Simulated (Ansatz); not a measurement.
**AlGaGeH (quartet): the correlation ladder, cc-pVDZ**

An exercise on one series of results from a longer session: the logs are not shown, and one member is left open.

Computed with Ansatz 0.2.0, Gaussian basis. Level: cc-pVDZ, core rule «outside noble gas», up to 33 orbitals frozen.

Plan: UHF; CCSD(T) on ROHF; CCSD(T) on UHF; BCCD(T) on ROHF; CISD as a restricted active space (open shells left free, so some higher excitations enter); CCSDT(Q) on ROHF; CCSDT(Q) on UHF.

22 further runs of the same task are left out: 10 that didn't finish, 12 set aside as unsound or not needed. Runs told in other sessions of the task aren't counted.

## The system

The geometry is a PBE0/def2-TZVP stationary point (not a proven minimum). No spin-orbit coupling is included. The filled d shell of Ge, Ga may be among the frozen orbitals whatever the setting's name suggests.

4 atoms, charge 0, spin multiplicity 4.

Atoms are counted from 1 here; the program's logs count them from 0.

Bond lengths: Al1–Ge2 2.571 Å, Al1–Ga3 2.638 Å, Ge2–Ga3 2.495 Å, Ga3–H4 1.577 Å. Angles: Ge2–Al1–Ga3 57.2°, Al1–Ge2–Ga3 62.7°, Al1–Ga3–Ge2 60.0°, Al1–Ga3–H4 158.9°, Ge2–Ga3–H4 141.1°.

As a file:

```
atom   x (Å)    y (Å)    z (Å)
 Al1  0.0000  -1.9143   0.2445
 Ge2  0.0000   0.4768   1.1882
 Ga3  0.0000   0.2283  -1.2947
  H4  0.0000   1.0910  -2.6146
```

Set-up of the first run:

File in.yaml:

```yaml
crystal:
  periodic: [false, false, false]
  atoms:
    - {symbol: Al, position_ang: [0.000000, -1.914310, 0.244472]}
    - {symbol: Ge, position_ang: [0.000000, 0.476795, 1.188153]}
    - {symbol: Ga, position_ang: [0.000000, 0.228290, -1.294670]}
    - {symbol: H, position_ang: [0.000000, 1.090955, -2.614622]}
basis:
  gaussian: {orbitals: cc-pVDZ}
magnetization: {spin_polarized: true, initial_magnetization: 3}
hamiltonian: {xc: hf}
output: {orbitals: {seedname: orbitals}}
```

On the command line:

```
$ ansatz run in.yaml --threads 1 --pin off --events-out ev --progress --plain --max-ram 2393MiB
```

Steps of the session up to this table: UHF; CCSD(T) on ROHF; CCSD(T) on UHF; BCCD(T) on ROHF; CISD as a restricted active space (open shells left free, so some higher excitations enter); CCSDT(Q) on ROHF; CCSDT(Q) on UHF.

One of the session's tables, all rows but one given; the rest of the session is left out.

It belongs to the step «Misses and costs». 

| method | from UCCSDT(Q) (meV) |
| --- | --- |
| ROHF | +6005.8 |
| UHF | +5809.0 |
| RMP2 | +1266.5 |
| UMP2 | +1338.6 |
| RCCSD | +365.6 |
| UCCSD | +349.4 |
| RCCSD(T) | ? |
| UCCSD(T) | +74.3 |
| BCCD(T) | +78.9 |
| RCCSDT | +32.9 |
| UCCSDT | +24.2 |
| RCCSDT(Q) | +8.4 |
| UCCSDT(Q) | 0 |

Q: Estimate the row for RCCSD(T) from the others.

As computed: from UCCSDT(Q) (meV): +79.3. In the column «from UCCSDT(Q) (meV)» it lies between BCCD(T) (+78.9) and UCCSD (+349.4).

Not comparable, so not listed: CISD as a restricted active space (open shells left free, so some higher excitations enter) (they don't share determinant, frozen orbitals or solution with the rows shown, or repeat one).

Limits of these values: Restricted and unrestricted rows rest on different reference determinants; a gap between their highest levels can come from leftover correlation error, from unlike frozen cores or from another state.
